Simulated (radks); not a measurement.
# Ba⁴⁺ in [Kr] 4d9 5s2 5p4 6s1: an all-electron calculation

What are the levels of the barium ion Ba4+, how large are its shells, and how does its energy divide?

Method: Dirac Kohn-Sham, BP86, spin-unpolarised, spherical densities, finite nucleus; open shells fill j = l - 1/2 first. Code: radks (a radial shooting solver on a logarithmic mesh, Libxc functionals) version 1.

### 1 What is computed

* element: barium (Z = 56)
* charge: +4
* electrons: 52
* configuration: [Kr] 4d9 5s2 5p4 6s1
* nuclear rms radius: 4.8378 fm

### 2 The run

The run's settings:

```text
Z 56
configuration [Kr] 4d9 5s2 5p4 6s1
relativity Dirac
functional b88,p86
spin unpolarised
j_filling energy
nucleus finite rms 4.8378 fm
c 137.035999084
```

**Question.** What will this run give?

**Answer**, as computed:

| quantity | value |
| --- | --- |
| total energy | -8132.8057 hartree |
| exchange-correlation share of it | 2.43 % |
| −T/E | 1.0676 |
| highest occupied level | 6s1/2, -30.467 eV |
| most extended occupied level | 6s1/2, <r> = 3.14 bohr |
| radius at density 0.001 e/bohr³ | 4.18 bohr |
| maxima of the radial density | 4 |

What this shows: 6 principal shells are occupied and 4 maxima appear in the radial density; where shells overlap, one shows as a shoulder or not at all. −T/E is 1.068: with relativity the kinetic term as defined here no longer equals −E. This is not the tabulated ground configuration, so its levels and sizes aren't those of the ground state, and no measured value stands beside it.
